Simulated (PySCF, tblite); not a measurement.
**C5H11FS2Si: geometry, infrared bands and NMR shifts**

Aim: predict the infrared bands and NMR shifts of C5H11FS2Si (`CS[C@@](C)([SiH3])C(=S)CF`).

Computed with tblite 0.8.0 and PySCF 2.14.0, with density-fitted response routines of our own, on a single molecule in the gas phase. Atoms are numbered from 0 throughout.

### Step 1. Starting geometry

20 atoms, charge 0, multiplicity 1; geometry from: force field or distance geometry start.

Bonds of the start (Å): C0–S1 1.83, S1–C2 1.81, C2–C3 1.51, C2–Si4 1.85, C2–C5 1.51, C5–S6 1.44, C5–C7 1.49, C7–F8 1.38, C0–H9 1.11, C0–H10 1.11, C0–H11 1.09, C3–H12 1.09, C3–H13 1.11, C3–H14 1.11, Si4–H15 1.48, Si4–H16 1.45, Si4–H17 1.49, C7–H18 1.11, C7–H19 1.10.

### Step 2. Optimising the geometry with GFN2-xTB

The job: settings as JSON, then the geometry in Å.

```
{"job": {"kind": "relax", "xc": "GFN2-xTB", "basis": "xTB"}, "charge": 0, "multiplicity": 1}
C      1.938200     0.390900     1.508900
S      0.582500    -0.833300     1.358600
C     -0.064800    -0.537300    -0.303600
C      1.016300    -0.980500    -1.262100
Si    -1.710400    -1.316000    -0.604900
C     -0.263300     0.953200    -0.376900
S      0.548300     1.789700    -1.217000
C     -1.271500     1.523400     0.566100
F     -1.629700     0.618700     1.544500
H      2.413200     0.398000     0.507300
H      1.426900     1.364100     1.665700
H      2.667200     0.125800     2.271300
H      0.612900    -1.527700    -2.109900
H      1.549400    -0.065000    -1.586900
H      1.760900    -1.623300    -0.754400
H     -2.732000    -0.239500    -0.579900
H     -2.093100    -2.338800     0.349000
H     -1.698200    -1.844700    -1.997400
H     -0.884700     2.437000     1.052700
H     -2.173400     1.716000    -0.033900
```

The run is started by

```sh
$ OMP_NUM_THREADS=1 python probes_run.py task.json out
```

One launch serves the whole session: the jobs run in the order shown.

**Question.** This job is followed by: GFN2-xTB harmonic vibrations, gas phase; GIAO PBE0/pcSseg-1 NMR shielding, non-relativistic, gas phase. What will the session give for the following? strongest single infrared mode (GFN2-xTB); zero-point energy (GFN2-xTB); ¹³C shifts against TMS (PBE0/pcSseg-1); ¹H shifts against TMS (PBE0/pcSseg-1, means over atoms taken as alike); ³³S shifts against CS2 (PBE0/pcSseg-1); ²⁹Si shifts against TMS (PBE0/pcSseg-1); ¹⁹F shifts against CFCl3 (PBE0/pcSseg-1).

The runs gave:

| quantity | value |
| --- | --- |
| strongest single infrared mode (GFN2-xTB) | 2275 cm⁻¹, 260 km/mol |
| zero-point energy (GFN2-xTB) | 89.9 kcal/mol |
| ¹³C shifts against TMS (PBE0/pcSseg-1) | 275.9, 95.8, 53.8, 30.4, 15.9 ppm |
| ¹H shifts against TMS (PBE0/pcSseg-1, means over atoms taken as alike) | 6.34, 5.57, 4.12, 1.95, 1.83 ppm |
| ³³S shifts against CS2 (PBE0/pcSseg-1) | 1012, 85 ppm |
| ²⁹Si shifts against TMS (PBE0/pcSseg-1) | -42.5 ppm |
| ¹⁹F shifts against CFCl3 (PBE0/pcSseg-1) | -221.1 ppm |

**Reading.** Relaxing lowered the energy by 1.901 eV in 162 steps; the close pair that moved most is C5–S6, from 1.437 to 1.635 Å. No mode is imaginary among the 54: a minimum at this level. The strongest single mode, at 2275 cm⁻¹, moves mainly H17. Unscaled tight-binding wavenumbers are off by several per cent, some by more. Its intensities can rank the bands wrongly. The most deshielded carbon is C5 (thiocarbonyl carbon), at 275.9 ppm: the small n→π* gap of C=S deshields it strongly. At PBE0/pcSseg-1: The widest tensor belongs to S6: span 2527 ppm, with a paramagnetic part of -1567 ppm.
